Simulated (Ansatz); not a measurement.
# BGeH4Cl (SMILES Cl[BH][GeH3]) at HF/STO-3G

What is the electronic atomisation energy of BGeH4Cl at HF/STO-3G? 

Program for the calculation: Ansatz 0.2.0.

59 further runs of the same task are left out: 59 set aside as unsound or not needed. Runs told in other sessions of the task aren't counted.

## Step 1: Starting point

BGeH4Cl: 7 atoms, total charge 0, spin state singlet. SMILES: `Cl[BH][GeH3]`. The coordinates come from a PBE0-D4/def2-TZVP relaxation.

Bond lengths: Cl1–B2 1.738 Å, B2–Ge3 2.066 Å, B2–H4 1.193 Å, Ge3–H5 1.539 Å, Ge3–H6 1.539 Å, Ge3–H7 1.537 Å. Angles: Cl1–B2–Ge3 119.4°, Cl1–B2–H4 116.1°, Ge3–B2–H4 124.5°, B2–Ge3–H5 109.7°, B2–Ge3–H6 109.9°, B2–Ge3–H7 112.6°, H5–Ge3–H6 107.5°, H5–Ge3–H7 108.4°, H6–Ge3–H7 108.5°.

## Step 2: A single-point energy at HF/STO-3G

The input, job.yaml:

```yaml
basis:
  gaussian: {orbitals: STO-3G}
crystal:
  periodic: [false, false, false]
  atoms:
    - symbol: Cl
      position_ang: [-1.976000, -1.523900, 0.066800]
    - symbol: B
      position_ang: [-0.280900, -1.157900, 0.180500]
    - symbol: Ge
      position_ang: [0.359600, 0.783200, -0.117500]
    - symbol: H
      position_ang: [0.439400, -2.075400, 0.430000]
    - symbol: H
      position_ang: [-0.028000, 1.247000, -1.533300]
    - symbol: H
      position_ang: [-0.333800, 1.724000, 0.884000]
    - symbol: H
      position_ang: [1.881000, 0.935000, 0.043800]
output: {orbitals: {seedname: orbitals}}
magnetization: {spin_polarized: false, initial_magnetization: 0}
accuracy: high
hamiltonian: {xc: hf}
```

Launch:

```
$ ansatz run job.yaml --threads 1 --pin off --max-ram 2610MiB --events-out events.jsonl --progress --plain --runs-dir runs
```

Output:

```text
Warning: RAYON_NUM_THREADS=1 ignored (pool sized by the plan → 1); use --threads N
Functional definition: HF
  name "HF"
  exchange = exact_x
  correlation = 0
595 factors; integrals over basis functions are off by at most 5.4e-9 eV
mean field evaluation 1: about -68926.6522 eV, gradient 1.8e1 eV
mean field evaluation 2: about -68926.6891 eV, gradient 1.8e1 eV
mean field evaluation 4: about -68928.2907 eV, gradient 1.2e0 eV
mean field evaluation 8: about -68928.2989 eV, gradient 4.7e-6 eV
mean field -68928.29886725 eV, -2533.0682620925 hartree, gradient 9.6e-8 eV, S^2 0.000000; 0 other end points of the search recorded, 0 dependent functions left out
reference -68928.29886725 eV, -2533.0682620925 hartree; 29, 29 occupied and 7, 7 virtual orbitals, 595 factors
Total energy: -68928.29886725 eV, -2533.0682620925 hartree
```

Wall time 0.32 s (1 thread of Arm Neoverse V2, shared host).

## Step 3: The B atom at the same level

The input, job.yaml:

```yaml
crystal:
  periodic: [false, false, false]
  atoms:
    - {symbol: B, position_ang: [0.000000, 0.000000, 0.000000]}
basis:
  gaussian: {orbitals: STO-3G}
magnetization: {spin_polarized: true, initial_magnetization: 1}
hamiltonian: {xc: hf}
accuracy: high
```

Run the same way, it converges to -24.14899 Eh (log not shown).

## Step 4: The Cl atom at the same level

The input, molecule.yaml:

```yaml
crystal:
  periodic: [false, false, false]
  atoms:
    - {symbol: Cl, position_ang: [0.000000, 0.000000, 0.000000]}
basis:
  gaussian: {orbitals: STO-3G}
total_charge: 0
magnetization: {spin_polarized: true, initial_magnetization: 1}
hamiltonian: {xc: hf}
accuracy: high
```

Run the same way, it converges to -454.54219 Eh (log not shown).

## Step 5: The Ge atom

The input, molecule.yaml:

```yaml
crystal:
  periodic: [false, false, false]
  atoms:
    - symbol: Ge
      position_ang: [0.000000, 0.000000, 0.000000]
basis:
  gaussian: {orbitals: STO-3G}
total_charge: 0
magnetization: {spin_polarized: true, initial_magnetization: 2}
hamiltonian: {xc: hf}
accuracy: high
```

Launch:

```
$ ansatz run molecule.yaml --threads 1 --pin off --max-ram 2610MiB --events-out events.jsonl --progress --plain --runs-dir runs
```

Output:

```text
Warning: RAYON_NUM_THREADS=1 ignored (pool sized by the plan → 1); use --threads N
[... 4 set-up lines as earlier in the session ...]
138 factors; integrals over basis functions are off by at most 4.5e-9 eV
mean field evaluation 1: about -55827.8553 eV, gradient 5.4e-1 eV
mean field evaluation 2: about -55827.8661 eV, gradient 5.4e-1 eV
mean field evaluation 4: about -55827.8667 eV, gradient 2.4e-6 eV
mean field evaluation 8: about -55827.8667 eV, gradient 9.1e-2 eV
mean field evaluation 16: about -55827.8667 eV, gradient 1.1e-8 eV
mean field -55827.86669962 eV, -2051.6362597239 hartree, gradient 4.0e-9 eV, S^2 2.000002; 1 other end points of the search recorded, 0 dependent functions left out
reference -55827.86669962 eV, -2051.6362597239 hartree; 17, 15 occupied and 1, 3 virtual orbitals, 138 factors
Total energy: -55827.86669962 eV, -2051.6362597239 hartree
```

It took 0.08 s on 1 thread of Arm Neoverse V2, shared host.

## Step 6: The H atom, same level

The input, molecule.yaml:

```yaml
crystal:
  periodic: [false, false, false]
  atoms:
    - symbol: H
      position_ang: [0.000000, 0.000000, 0.000000]
basis:
  gaussian:
    orbitals: STO-3G
total_charge: 0
magnetization:
  spin_polarized: true
  initial_magnetization: 1
hamiltonian:
  xc: hf
accuracy: high
```

Run the same way, it converges to -0.46658 Eh (log not shown).

## Step 7: Outcome

Level: HF/STO-3G.

```
                     quantity           value
       molecule: total energy  -2533.06826 Eh
        molecule: HOMO energy        -9.25 eV
        molecule: LUMO energy         5.46 eV
      molecule: HOMO–LUMO gap        14.70 eV
         B atom: total energy    -24.14899 Eh
                 B atom: ⟨S²⟩           0.750
        Cl atom: total energy   -454.54219 Eh
                Cl atom: ⟨S²⟩           0.750
        Ge atom: total energy  -2051.63626 Eh
                Ge atom: ⟨S²⟩           2.000
         H atom: total energy     -0.46658 Eh
                 H atom: ⟨S²⟩           0.750
electronic atomisation energy       23.796 eV
```

**Reading.** Taking the molecule apart into free atoms costs 23.80 eV (2296 kJ/mol), before zero-point energy and without spin-orbit coupling. Hartree–Fock lacks the correlation of the bonding pairs, which as a rule makes this value much too low; in minimal bases other errors can mask that. In a minimal basis such a difference can be off by several eV, whatever the method.
